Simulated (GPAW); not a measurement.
HoO:

```
Ho O
1.0
     3.06403    0.00000    0.00000
    -1.53202    2.65353    0.00000
     0.00000    0.00000    2.99034
Ho O
1 1
Cartesian
  0.0000 0.0000 0.0000
  1.5320 0.8845 1.4952
```

The cell comes from a database or a generator and needn't be the stable form of this composition.

Base run:

| Property | Result |
| --- | --- |
| Program | GPAW 26.7.0 |
| Functional | PBE |
| Potentials or basis | GPAW PAW data sets (gpaw-data 1.2.1) |
| Cutoff | 600 eV |
| Basis | pw |
| k mesh | 7 × 7 × 6 |
| Occupations | gaussian, width 0.05 eV |
| Spin | collinear spin, random start |
| Starting moments | [-1.52, 0.0] μB |
| Hubbard terms | Ho f U = 6 eV |

Its results: pressure 30.4 GPa; site moments Ho -3.75; O +0.01 μB.

Q: The run is repeated on the same cell with these changes: moments at the start from [-1.52, 0.0] to [-1.32, 0.0]; fixed moment from none to -1.32 μB. What comes out?

A: Pressure 33.4 GPa; site moments Ho -1.38; O +0.00 μB.

Caveats: the cutoff is short for stress and forces, so pressures can be off by a GPa or more; one-centre terms of the f shell are cut off; the magnetic or orbital state may not be the lowest; a pressure of tens of GPa on the cell as given is suspect, and the run, the potentials or the cell itself is likely at fault; the total moment is fixed, so each spin has its own Fermi level (some runs).
